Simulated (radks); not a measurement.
# Ionising europium step by step, Eu²¹⁺ to Eu⁴¹⁺

The task here is to estimate one member of a computed series from the others.

The numbers are computed with radks (a radial shooting solver on a logarithmic mesh, Libxc functionals) version 1 (Dirac Kohn-Sham, PBE, spin-unpolarised, spherical densities, point nucleus; open shells are shared between the two j in proportion to 2j + 1), except any that are marked as measured or tabulated.

## What is computed

* element: europium (Z = 63)
* charges: 21 to 41
* first configuration: [Kr] 4d6
* last configuration: [Ar] 3d4

Outer shells as boxes (Hund's rule):

Eu²¹⁺
```
[Kr] core
4d [↑↓][↑ ][↑ ][↑ ][↑ ]
```

Eu⁴¹⁺
```
[Ar] core
3d [↑ ][↑ ][↑ ][↑ ][  ]
```

Set-up of the first run:

The run's settings:

```text
Z 63
configuration [Kr] 4d6
relativity Dirac
functional pbe,pbe
spin unpolarised
j_filling average
nucleus point
c 137.035999084
```

Steps of the session up to this table: Eu²¹⁺, [Kr] 4d6.

One of the session's tables, all rows but one given; the rest of the session is left out.

It belongs to the step «Eu²¹⁺, [Kr] 4d6». From the orbitals of this run (lengths in bohr):

```
level     <r>  outermost maximum (interpolated)  90 % within  nodes
3p3/2  0.2504                             0.228        0.374      1
3d3/2  0.2222                             0.181        0.346      0
3d5/2  0.2261                             0.185        0.351      0
4s1/2  0.5359                             0.513        0.762      3
4p1/2       ?                                 ?            ?      ?
4p3/2  0.5629                             0.537        0.807      2
4d3/2  0.5700                             0.534        0.836      1
4d5/2  0.5765                             0.540        0.844      1
```

Q: Estimate the row for 4p1/2 from the others.

As computed: <r>: 0.5409; outermost maximum (interpolated): 0.515; 90 % within: 0.777; nodes: 2. In the column «<r>» it lies between 4s1/2 (0.5359) and 4p3/2 (0.5629).

Limits of these values: Spin polarisation and multiplet splitting are left out, so open shells lie too high by an amount that depends on their filling.
